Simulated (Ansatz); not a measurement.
# EuMn (CsCl type): equation of state and elastic constants

An exercise on one series of results from a longer session: the logs are not shown, and one member is left open.

Method: DFT PBEsol, scalar-relativistic, plane waves, PAW, in Ansatz 0.2.0.

## Starting point

It takes space group Pm-3m (No. 221, cubic). The conventional cell has a = 3.519 Å, b = 3.519 Å, c = 3.519 Å, α = 90.00°, β = 90.00°, γ = 90.00°. Eu (site symmetry m-3m) has 8 Mn at 3.05 Å as nearest neighbours. Around Mn (site symmetry m-3m) lie 8 Eu at 3.05 Å.

Coordinates:

```
Eu Mn
1.0
     3.51865    0.00000    0.00000
     0.00000    3.51865    0.00000
     0.00000    0.00000    3.51865
Eu Mn
1 1
Direct
  0.00000 0.00000 0.00000
  0.50000 0.50000 0.50000
```

This cell comes from an earlier session at PBEsol: 21.782 Å³/atom at 0.00 GPa, on a 8×8×8 mesh. The large moments point both ways.

Volume factors to run: 0.980, 1.020, 0.960, 1.040.

Set-up of the first run:

Contents of input.yaml:

```yaml
crystal:
  lattice:
    - [3.4950316521, 0.0, 0.0]
    - [0.0, 3.4950316521, 0.0]
    - [0.0, 0.0, 3.4950316521]
  atoms:
    - { symbol: Eu, position: [0.0, 0.0, 0.0], spin: 7.4 }
    - { symbol: Mn, position: [0.5, 0.5, 0.5], spin: -3.89 }
basis:
  ecutwfc: 420
  ecutrho_ratio: 4
kpoints:
  mp_grid: { grid: [8, 8, 8] }
hamiltonian:
  xc: pbesol
scf:
  occupations: { method: gaussian, width: 0.05 }
output:
  forces: true
  stress: true
  eigenvalues: true
  populations: true
magnetization:
  spin_polarized: true
```

Steps of the session up to this table: Volume × 0.980; At 1.020 of the relaxed volume; Volume × 0.960; Volume × 1.040.

One of the session's tables, all rows but one given; the rest of the session is left out.

It belongs to the step «Energy and pressure against volume». 

```
volume (Å³/atom)  energy (meV/atom)  pressure (GPa)  moment of atom 1 (μB)
          20.911               5.16            1.91                   6.69
          21.346                  ?               ?                      ?
          21.782               0.00            0.00                   6.73
          22.218               1.22           -0.84                   6.75
          22.653               4.61           -1.60                   6.77
```

**Question.** Estimate the row for volume (Å³/atom) = 21.346.

Worked estimate for «energy (meV/atom)». A straight line through the neighbours (20.911, 5.16) and (21.782, 0.00) gives 5.16 + (0.00 − 5.16) × (21.346 − 20.911) / (21.782 − 20.911) = 2.58; a parabola fitted to 3 rows on both sides gives 1.32.

As computed: energy (meV/atom): 1.25; pressure (GPa): 0.92; moment of atom 1 (μB): 6.71. In «energy (meV/atom)» the line misses by +1.33 and the parabola by +0.07.

Limits of these values: Warnings in the runs' records: given moment on shells, stability check not made.
